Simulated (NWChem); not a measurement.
**the pair CH3F···SiHClO, step by step**

We compute the energy (singlet CH4ClFOSi, B97-D/cc-pVDZ), then a single-point energy (singlet CH3F, B97-D/cc-pVDZ), then the energy (singlet SiHClO, B97-D/cc-pVDZ), then the energy (singlet CH3F, B97-D/cc-pVDZ), then the energy (singlet SiHClO, B97-D/cc-pVDZ) of CH4ClFOSi and its partners. 

The results are computed with NWChem 7.3.0.

### Step 1. Starting point

The species is CH4ClFOSi (9 atoms), meant as a singlet with charge 0. The two molecules were placed rigidly side by side, at 1.3 times their contact distance; the pair isn't optimised.

Bond lengths: C1–F2 1.376 Å, O6–Si7 1.637 Å, Si7–Cl8 2.110 Å, C1–H3 1.092 Å, C1–H4 1.092 Å, C1–H5 1.092 Å, O6–H9 0.963 Å. Angles: O6–Si7–Cl8 101.3°, F2–C1–H3 109.1°, F2–C1–H4 109.1°, F2–C1–H5 109.1°, Si7–O6–H9 120.4°, H3–C1–H4 109.9°, H3–C1–H5 109.9°, H4–C1–H5 109.9°.

### Step 2. A single-point energy at B97-D/cc-pVDZ (run 1)

ch4clfosi.nw reads:

```
start ch4clfosi
title "CH4ClFOSi"
memory 2200 mb
charge 0
geometry units bohr noautosym nocenter noautoz
C  -0.09584691  0.06217199  0.01477766
F   2.06751156 -1.34265041 -0.31857003
H  -1.73612919 -1.18466931 -0.10956632
H  -0.19808109  1.50422200 -1.45883077
H  -0.03745437  0.96092573  1.87218947
O  -8.44371206  1.29444350  0.01880277
Si -10.24237229  0.20983519 -2.25160868
Cl -8.22251962  1.39393758 -5.48020576
H  -6.91556614  2.20151204 -0.37172803
end
basis spherical bse
* library cc-pVDZ
end
dft
xc becke97-d
grid fine
convergence energy 1e-08
iterations 100
mulliken
print low
end
task dft energy
```

The run is started by

```console
$ nwchem ch4clfosi.nw > ch4clfosi.out
```

The program printed:

```text
[...]
 d= 0,ls=0.0,diis     1   -965.1192862175 -1.20D+03  1.55D-02  8.81D-01     4.0
[...]
 d= 0,ls=0.0,diis    11   -965.2229461128 -4.16D-09  2.09D-07  1.28D-09    31.1
         Total DFT energy =     -965.222946112765
      One electron energy =    -1806.540489046795
           Coulomb energy =      679.097344810399
    Exchange-Corr. energy =      -75.137978246604
 Nuclear repulsion energy =      237.361494000215
    Dispersion correction =       -0.003317629981
[...]
      Total Density - Mulliken Population Analysis
     ---------------------------------------------
    Atom       Charge   Shell Charges
 -----------   ------   -------------------------------------------------------
    1 C    6     5.81   2.01  0.69  0.36  2.03  0.62  0.10
    2 F    9     9.24   2.01  0.90  1.01  3.35  1.98  0.01
    3 H    1     0.99   0.77  0.19  0.03
    4 H    1     0.98   0.77  0.19  0.03
    5 H    1     0.98   0.77  0.19  0.03
    6 O    8     8.29   2.01  0.85  0.85  2.88  1.70  0.01
    7 Si  14    13.60   2.00  2.02  1.00  0.76  6.01  1.03  0.49  0.30
    8 Cl  17    17.26   2.00  2.03  0.97  0.94  6.00  3.11  2.19  0.02
    9 H    1     0.84   0.68  0.08  0.08
[...]
```

Run time: 32 s. Hardware: 1 thread of AMD EPYC 9R45 (Zen 5), shared host; peak memory 0.12 GiB.

### Step 3. CH3F: a single-point energy at B97-D/cc-pVDZ (run 2)

ch3f.nw reads:

```
start ch3f
memory total 2200 mb
geometry units angstrom noautosym nocenter noautoz
  C       -0.050720       0.032900       0.007820
  F        1.094080      -0.710500      -0.168580
  H       -0.918720      -0.626900      -0.057980
  H       -0.104820       0.796000      -0.771980
  H       -0.019820       0.508500       0.990720
end
basis spherical bse
  C library cc-pVDZ
  F library cc-pVDZ
  H library cc-pVDZ
end
dft
  xc becke97-d
  grid fine
  convergence energy 1e-08
  maxiter 100
  mulliken
  print low
end
task dft energy
```

The run is started by

```console
$ nwchem ch3f.nw > ch3f.out
```

The program printed:

```text
[...]
 d= 0,ls=0.0,diis     1   -139.6281879077 -1.77D+02  1.85D-02  3.50D-01     0.4
[...]
 d= 0,ls=0.0,diis     8   -139.6668647771  6.92D-10  1.08D-06  1.28D-08     2.4
         Total DFT energy =     -139.666864777053
      One electron energy =     -266.770489866692
           Coulomb energy =      106.618660175120
    Exchange-Corr. energy =      -16.965042811674
 Nuclear repulsion energy =       37.451252768295
    Dispersion correction =       -0.001245042102
[...]
      Total Density - Mulliken Population Analysis
     ---------------------------------------------
    Atom       Charge   Shell Charges
 -----------   ------   -------------------------------------------------------
    1 C    6     5.80   2.01  0.69  0.36  2.03  0.62  0.10
    2 F    9     9.24   2.01  0.90  1.01  3.35  1.98  0.01
    3 H    1     0.98   0.77  0.19  0.03
    4 H    1     0.98   0.77  0.19  0.03
    5 H    1     0.98   0.77  0.19  0.03
[...]
```

It took 2.9 s on 1 thread of AMD EPYC 9R45 (Zen 5), shared host; peak memory 0.11 GiB.

### Step 4. SiHClO: the energy at B97-D/cc-pVDZ (run 3)

sp.nw reads:

```
start sp
title "ClHOSi"
memory total 2200 mb
geometry units angstrom noautosym nocenter noautoz
 O       -4.468220       0.684990       0.009950
 Si      -5.420030       0.111040      -1.191500
 Cl      -4.351170       0.737640      -2.900000
 H       -3.659560       1.164990      -0.196710
end
basis spherical bse
 * library cc-pVDZ
end
dft
 xc becke97-d
 grid fine
 convergence energy 1e-08
 maxiter 100
 mulliken
 noprint "final vectors analysis"
end
task dft energy
```

The run is started by

```console
$ nwchem sp.nw > sp.out
```

The program printed:

```text
[...]
          Wavefunction type:  closed shell.
          No. of atoms     :     4
          No. of electrons :    40
[...]
          Charge           :     0
          Spin multiplicity:     1
[...]
          AO basis - number of functions:    55
[...]
              XC Information
              --------------
                   Becke 97-D Method XC Functional
                  Becke 1997-D Exchange Functional  1.000
                Becke 1997-D Correlation Potential  1.000
[...]
 d= 0,ls=0.0,diis     1   -825.4911630389 -9.57D+02  2.36D-02  5.28D-01     2.3
[...]
 d= 0,ls=0.0,diis    11   -825.5556909302 -6.73D-10  3.65D-07  6.54D-10    16.0
         Total DFT energy =     -825.555690930249
      One electron energy =    -1403.088675130801
           Coulomb energy =      504.280420639903
    Exchange-Corr. energy =      -58.173826994533
 Nuclear repulsion energy =      131.427771040968
    Dispersion correction =       -0.001380485786
[...]
      Total Density - Mulliken Population Analysis
     ---------------------------------------------
    Atom       Charge   Shell Charges
 -----------   ------   -------------------------------------------------------
    1 O    8     8.29   2.01  0.85  0.84  2.88  1.70  0.01
    2 Si  14    13.61   2.00  2.02  1.00  0.76  6.01  1.03  0.49  0.30
    3 Cl  17    17.26   2.00  2.03  0.97  0.94  6.00  3.11  2.19  0.02
    4 H    1     0.84   0.68  0.08  0.08
[...]
```

It took 17 s on 1 thread of AMD EPYC 9R45 (Zen 5), shared host; peak memory 0.11 GiB.

### Step 5. CH3F among ghost functions: the energy at B97-D/cc-pVDZ (with ghost functions) (run 4)

mol.nw reads:

```
echo
start mol
title "CH3F"
memory 2200 mb
geometry units atomic noautosym nocenter noautoz
C   -0.09584691   0.06217199   0.01477766
F    2.06751156  -1.34265041  -0.31857003
H   -1.73612919  -1.18466931  -0.10956632
H   -0.19808109   1.50422200  -1.45883077
H   -0.03745437   0.96092573   1.87218947
bqO     -8.443712     1.294443     0.018803
bqSi   -10.242372     0.209835    -2.251609
bqCl    -8.222520     1.393938    -5.480206
bqH     -6.915566     2.201512    -0.371728
end
basis spherical bse
C library cc-pVDZ
F library cc-pVDZ
H library cc-pVDZ
bqO library O cc-pVDZ
bqSi library Si cc-pVDZ
bqCl library Cl cc-pVDZ
bqH library H cc-pVDZ
end
dft
xc becke97-d
grid fine
convergence energy 1e-08
iterations 100
mulliken
noprint "final vectors analysis"
end
task dft
```

The run is started by

```console
$ nwchem mol.nw > mol.out
```

The program printed:

```text
[...]
          Wavefunction type:  closed shell.
          No. of atoms     :     9
          No. of electrons :    18
[...]
          Charge           :     0
          Spin multiplicity:     1
[...]
          AO basis - number of functions:    98
[...]
              XC Information
              --------------
                   Becke 97-D Method XC Functional
                  Becke 1997-D Exchange Functional  1.000
                Becke 1997-D Correlation Potential  1.000
[...]
 d= 0,ls=0.0,diis     1   -139.6282186922 -1.77D+02  8.10D-03  3.50D-01     2.5
[...]
 d= 0,ls=0.0,diis     8   -139.6668991718  6.95D-10  4.74D-07  1.28D-08    18.1
         Total DFT energy =     -139.666899171753
      One electron energy =     -266.769338567334
           Coulomb energy =      106.617340606915
    Exchange-Corr. energy =      -16.964906213223
 Nuclear repulsion energy =       37.451250044898
    Dispersion correction =       -0.001245043009
[...]
      Total Density - Mulliken Population Analysis
     ---------------------------------------------
    Atom       Charge   Shell Charges
 -----------   ------   -------------------------------------------------------
    1 C    6     5.80   2.01  0.69  0.36  2.03  0.62  0.10
    2 F    9     9.24   2.01  0.90  1.01  3.35  1.98  0.01
    3 H    1     0.98   0.77  0.19  0.03
    4 H    1     0.98   0.77  0.19  0.03
    5 H    1     0.98   0.77  0.19  0.03
    6 X    0    -0.00   0.00  0.00 -0.00 -0.00 -0.00 -0.00
    7 X    0     0.00  -0.00 -0.00 -0.00  0.00 -0.00 -0.00  0.00  0.00
    8 X    0    -0.00   0.00  0.00  0.00 -0.00  0.00 -0.00  0.00 -0.00
    9 X    0     0.00  -0.00  0.00 -0.00
[...]
```

It took 19 s on 1 thread of AMD EPYC 9R45 (Zen 5), shared host; peak memory 0.12 GiB.

### Step 6. SiHClO among ghost functions: the energy at B97-D/cc-pVDZ (with ghost functions) (run 5)

work.nw reads:

```
start work
title "ClHOSi"
memory stack 880 mb heap 220 mb global 1100 mb
charge 0

geometry units angstrom noautosym nocenter noautoz
   O       -4.468220       0.684990       0.009950
   Si      -5.420030       0.111040      -1.191500
   Cl      -4.351170       0.737640      -2.900000
   H       -3.659560       1.164990      -0.196710
   bqC     -0.050720     0.032900     0.007820
   bqF      1.094080    -0.710500    -0.168580
   bqH     -0.918720    -0.626900    -0.057980
   bqH     -0.104820     0.796000    -0.771980
   bqH     -0.019820     0.508500     0.990720
end

basis spherical bse
   O library cc-pVDZ
   Si library cc-pVDZ
   Cl library cc-pVDZ
   H library cc-pVDZ
   bqC library C cc-pVDZ
   bqF library F cc-pVDZ
   bqH library H cc-pVDZ
end

dft
   xc becke97-d
   grid fine
   convergence energy 1e-08
   iterations 100
   mulliken
   print low
end

task dft energy
```

The run is started by

```console
$ nwchem work.nw > work.out
```

The program printed:

```text
[...]
 d= 0,ls=0.0,diis     1   -825.4914667600 -9.57D+02  1.32D-02  5.27D-01     3.7
[...]
 d= 0,ls=0.0,diis    11   -825.5559715215 -6.79D-10  2.05D-07  6.57D-10    30.5
         Total DFT energy =     -825.555971521491
      One electron energy =    -1403.079578950543
           Coulomb energy =      504.270398986124
    Exchange-Corr. energy =      -58.173182112253
 Nuclear repulsion energy =      131.427771040968
    Dispersion correction =       -0.001380485786
[...]
      Total Density - Mulliken Population Analysis
     ---------------------------------------------
    Atom       Charge   Shell Charges
 -----------   ------   -------------------------------------------------------
    1 O    8     8.29   2.01  0.85  0.85  2.88  1.70  0.01
    2 Si  14    13.61   2.00  2.02  1.00  0.76  6.01  1.03  0.49  0.30
    3 Cl  17    17.26   2.00  2.03  0.97  0.94  6.00  3.11  2.19  0.02
    4 H    1     0.84   0.68  0.08  0.08
    5 X    0    -0.00   0.00  0.00 -0.00 -0.00 -0.00 -0.00
    6 X    0     0.00  -0.00 -0.00 -0.00 -0.00  0.00 -0.00
    7 X    0     0.00  -0.00  0.00 -0.00
    8 X    0     0.00  -0.00  0.00 -0.00
    9 X    0    -0.00   0.00 -0.00 -0.00
[...]
```

Wall time 31 s (1 thread of AMD EPYC 9R45 (Zen 5), shared host); peak memory 0.12 GiB.

### Step 7. Outcome

| quantity | value |
| --- | --- |
| run 1, B97-D/cc-pVDZ: total energy | -965.22295 Eh |
| run 1, B97-D/cc-pVDZ: dispersion energy | -8.71 kJ/mol |
| CH3F: total energy | -139.66686 Eh |
| CH3F: dispersion energy | -3.27 kJ/mol |
| SiHClO: total energy | -825.55569 Eh |
| SiHClO: dipole moment | 1.21 D |
| SiHClO: dispersion energy | -3.62 kJ/mol |
| CH3F among ghost functions: total energy | -139.66690 Eh |
| CH3F among ghost functions: dipole moment | 1.61 D |
| CH3F among ghost functions: dispersion energy | -3.27 kJ/mol |
| SiHClO among ghost functions: total energy | -825.55597 Eh |
| SiHClO among ghost functions: dispersion energy | -3.62 kJ/mol |
| interaction energy of the rigid parts CH3F and SiHClO (parts in their own basis; closest atoms 3.28 Å apart) | -0.011 eV |
| interaction energy of the rigid parts CH3F and SiHClO (parts in the whole basis, counterpoise; closest atoms 3.28 Å apart) | -0.002 eV |

**Reading.** The interaction energy of the rigid parts CH3F and SiHClO (parts in their own basis; closest atoms 3.28 Å apart) is −0.01 eV (−0.2 kcal/mol). Without counterpoise this holds the superposition error of the basis. The interaction energy of the rigid parts CH3F and SiHClO (parts in the whole basis, counterpoise; closest atoms 3.28 Å apart) is −0.00 eV (−0.0 kcal/mol). The basis-set superposition error is 0.8 kJ/mol. Mulliken charges (run 1, B97-D/cc-pVDZ) run from -0.29 on O6 to +0.40 on Si7. Mulliken charges (CH3F) run from -0.24 on F2 to +0.20 on C1.
